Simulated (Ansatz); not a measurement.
**GaBHS (doublet): the correlation ladder at a displaced geometry (v2), cc-pVDZ**

The task here is to estimate one member of a computed series from the others.

Method: cc-pVDZ, core rule «outside noble gas», up to 20 orbitals frozen; program: Ansatz 0.2.0, Gaussian basis.

The runs, in order: UHF; CCSD(T) on ROHF; CCSD(T) on UHF; BCCD(T) on ROHF; CISD; CCSDT(Q) on ROHF; CCSDT(Q) on UHF; CASSCF and MRCISD+Q, 9 electrons in 9 orbitals; CASSCF and NEVPT2, 9 electrons in 9 orbitals.

28 further runs of the same task are left out: 3 for a known fault of the program, 8 that didn't finish, 17 set aside as unsound or not needed.

**The system**

The geometry is a PBE0/def2-TZVP stationary point (not a proven minimum) with its atoms shifted at random (size 0.100 Å). No spin-orbit coupling is included. The filled d shell of Ga may be among the frozen orbitals whatever the setting's name suggests; the logs give the count.

4 atoms, charge 0, spin multiplicity 2.

Atoms are counted from 1 here; the program's logs count them from 0.

Bond lengths: B1–Ga2 2.004 Å, B1–H4 1.169 Å, Ga2–S3 2.024 Å. Angles: Ga2–B1–H4 149.0°, B1–Ga2–S3 170.3°.

Set-up of the first run:

Contents of in.yaml:

```yaml
crystal:
  periodic: [false, false, false]
  atoms:
    - {symbol: B, position_ang: [0.064571, -0.202038, 1.236046]}
    - {symbol: Ga, position_ang: [-0.100353, -0.020507, -0.752607]}
    - {symbol: S, position_ang: [-0.023697, -0.077818, -2.774717]}
    - {symbol: H, position_ang: [0.059479, 0.300363, 2.291278]}
basis:
  gaussian: {orbitals: cc-pVDZ}
magnetization: {spin_polarized: true, initial_magnetization: 1}
hamiltonian: {xc: hf}
output: {orbitals: {seedname: orbitals}}
```

On the command line:

```sh
ansatz run in.yaml --threads 1 --pin off --events-out ev --progress --plain --max-ram 2393MiB
```

Steps of the session up to this table: UHF; CCSD(T) on ROHF; CCSD(T) on UHF; BCCD(T) on ROHF; CISD; CCSDT(Q) on ROHF; CCSDT(Q) on UHF; CASSCF and MRCISD+Q, 9 electrons in 9 orbitals; CASSCF and NEVPT2, 9 electrons in 9 orbitals.

One of the session's tables, all rows but one given; the rest of the session is left out.

| method | from UCCSDT(Q) (kJ/mol) |
| --- | --- |
| ROHF | +745.7 |
| UHF | +738.1 |
| RMP2 | +125.1 |
| UMP2 | +124.9 |
| RCCSD | +38.9 |
| UCCSD | ? |
| RCCSD(T) | +8.2 |
| UCCSD(T) | +8.2 |
| BCCD(T) | +8.5 |
| RCCSDT | +3.6 |
| UCCSDT | +3.6 |
| RCCSDT(Q) | +1.5 |
| UCCSDT(Q) | 0 |
| CASSCF frontier | +543.5 |
| MRCISD frontier | +62.6 |
| MRCISD+Q frontier | +12.4 |

Q: Estimate the row for UCCSD from the others.

**Answer.** from UCCSDT(Q) (kJ/mol): +38.7. In the column «from UCCSDT(Q) (kJ/mol)» it lies between MRCISD+Q frontier (+12.4) and RCCSD (+38.9).

Not comparable, so not listed: CISD; CASSCF and NEVPT2, 9 electrons in 9 orbitals (they don't share determinant, frozen orbitals or solution with the rows shown, or repeat one).

Limits of these values: Restricted and unrestricted rows rest on different reference determinants; where their highest levels disagree by more than a few hundredths of an eV, they describe different states and don't form one ladder. Warnings in the runs' records: passed over end.
